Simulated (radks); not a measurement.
# Exchange and kinetic functionals tested on atomic densities: Au⁺, H, Ir⁴⁺, Mn⁺, Mo⁺, Ba⁺

The task here is to estimate one member of a computed series from the others.

Method: non-relativistic Kohn-Sham, exchange-only B88, spin-polarised, spherical densities, point nucleus; open shells are filled with parallel spins first. Code: radks (a radial shooting solver on a logarithmic mesh, Libxc functionals) version 1.

### Starting point

* species: Au⁺ ([Xe] 4f14 5d10), H (1s1), Ir⁴⁺ ([Xe] 4f14 5d5), Mn⁺ ([Ar] 3d5 4s1), Mo⁺ ([Kr] 4d5), Ba⁺ ([Xe] 6s1)

The first run:

Input:

```text
Z 79
configuration [Xe] 4f14 5d10
relativity non-relativistic
functional b88,
spin polarised
nucleus point
```

Among the steps run: Au⁺, [Xe] 4f14 5d10.

One table of the session follows, with a row left open; its other results are not shown here.

From the orbitals of this run (lengths in bohr):

```
level     <r>  outermost maximum (interpolated)  90 % within  nodes
   3d  0.1695                             0.140        0.262      0
   4s       ?                                 ?            ?      ?
   4p  0.4528                             0.421        0.655      2
   4d  0.4609                             0.413        0.686      1
   4f  0.4869                             0.370        0.778      0
   5s   1.028                             0.936         1.47      4
   5p   1.120                             0.993         1.63      3
   5d   1.559                              1.20         2.44      2
```

**Question.** Estimate the row for 4s.

**Answer.** <r>: 0.4487; outermost maximum (interpolated): 0.421; 90 % within: 0.642; nodes: 3. In the column «<r>» it lies between 3d (0.1695) and 4p (0.4528).
